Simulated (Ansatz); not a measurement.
A first try at a short molecular-dynamics run of CH3AgS, SMILES C[S][Ag], using Ansatz 0.2.0 through its Python package.

`run_md.py`:
```python
import ansatz as az
import numpy as np


def main() -> None:
    geometry_ang = [
        ("C", [-0.4282, 0.4298, -0.3266]),
        ("S", [0.3223, -1.0488, 0.2375]),
        ("Ag", [1.993, -1.8188, 1.4334]),
        ("H", [-1.283, 0.2255, -0.9648]),
        ("H", [0.244, 1.0589, -0.96]),
        ("H", [-0.8059, 1.0894, 0.5343]),
    ]
    mol = az.Crystal.molecule()
    for symbol, xyz in geometry_ang:
        mol = mol.atom(symbol, xyz)

    calculation = mol.calculation().basis(gaussian="def2-SVPX").functional("pbe0")
    symbols = [site.symbol for site in mol.cartesian_sites]
    start = np.array([site.position_ang for site in mol.cartesian_sites], dtype=float)
    rep = calculation.relax(force_tolerance=0.02, max_steps=30).run(threads=1, pin="off").report
    end = np.array(rep["positions_ang"])
    minimum = az.Crystal.molecule()
    for symbol, place in zip(symbols, end):
        minimum = minimum.atom(symbol, place.tolist())

    calculation = (
        minimum.calculation()
        .basis(gaussian="def2-SVPX")
        .functional("pbe0")
        .md("nve", timestep=0.5, steps=20, temperature=800, initial_velocities="maxwell_boltzmann", seed=72)
    )
    frames = []
    result = calculation.session().plan().execute(on_event=lambda e: frames.append(e["data"]) if e["event"] == "md_step" else None)
    print("t (fs)   E_pot (eV)      E_kin (eV)   T (K)   d(0-1) (A)")
    for f in frames[::2]:
        xyz = np.array(f["positions_ang"])
        print(f"{f['time_fs']:6.2f} {f['lagrangian_ev']:14.5f} {f['e_kin_ev']:10.5f} {f['temperature_k']:8.1f} {np.linalg.norm(xyz[0] - xyz[1]):9.4f}")
    kept = np.array([f["conserved_ev"] for f in frames])
    print(f"conserved energy moves by at most {1000 * np.ptp(kept):.3f} meV")


if __name__ == "__main__":
    main()
```

```console
$ python run_md.py
Traceback (most recent call last):
  File "run_md.py", line 44, in <module>
    main()
    ~~~~^^
  File "run_md.py", line 21, in main
    rep = calculation.relax(force_tolerance=0.02, max_steps=30).run(threads=1, pin="off").report
          ~~~~~~~~~~~~~~~~~~~~~~~~~~~~~~~~~~~~~~~~~~~~~~~~~~~~~~~~~^^^^^^^^^^^^^^^^^^^^^^
  ...
ansatz.GaussianBasisError: pseudopotentials/gaussian/def2-svpx.bse can't be read: No such file or directory (os error 2)
```
(Library frames cut from the traceback.)

What is wrong, and how is it mended?

The fault: the library has no basis set of that name. The correction:

```diff
--- before
+++ after
@@ -17,6 +17,6 @@
 
-    calculation = mol.calculation().basis(gaussian="def2-SVPX").functional("pbe0")
+    calculation = mol.calculation().basis(gaussian="def2-SVP").functional("pbe0")
     symbols = [site.symbol for site in mol.cartesian_sites]
     start = np.array([site.position_ang for site in mol.cartesian_sites], dtype=float)
-    rep = calculation.relax(force_tolerance=0.02, max_steps=30).run(threads=1, pin="off").report
+    rep = calculation.relax(force_tolerance=0.02, max_steps=100).run(threads=1, pin="off").report
     end = np.array(rep["positions_ang"])
@@ -28,3 +28,3 @@
         minimum.calculation()
-        .basis(gaussian="def2-SVPX")
+        .basis(gaussian="def2-SVP")
         .functional("pbe0")
```

The mended script runs so:

Running `python run_md.py` prints:
```text
t (fs)   E_pot (eV)      E_kin (eV)   T (K)   d(0-1) (A)
  0.00   -15910.94788    0.41363    800.0    1.8218
  1.00   -15910.90208    0.36890    713.5    1.8266
  2.00   -15910.81408    0.28213    545.7    1.8316
  3.00   -15910.75609    0.22458    434.4    1.8369
  4.00   -15910.75588    0.22391    433.1    1.8425
  5.00   -15910.78736    0.25443    492.1    1.8483
  6.00   -15910.79519    0.26170    506.2    1.8538
  7.00   -15910.75400    0.22150    428.4    1.8586
  8.00   -15910.72303    0.19187    371.1    1.8621
  9.00   -15910.77276    0.24068    465.5    1.8638
 10.00   -15910.85387    0.32008    619.1    1.8638
conserved energy moves by at most 3.088 meV
```

Reading the output:
- Total energies depend on the basis set; only differences at equal settings carry meaning.
- The trajectory is only some femtoseconds long, so its temperature is not equilibrated; where the script doesn't relax first, it starts from a rough generated geometry.
- def2 sets replace the cores of elements past krypton by effective core potentials.
- The temperature counts the internal degrees of freedom alone.
- Run time: 2.1 min on 1 thread of Arm Neoverse V1, with other jobs on the host, peak memory 0.23 GiB.
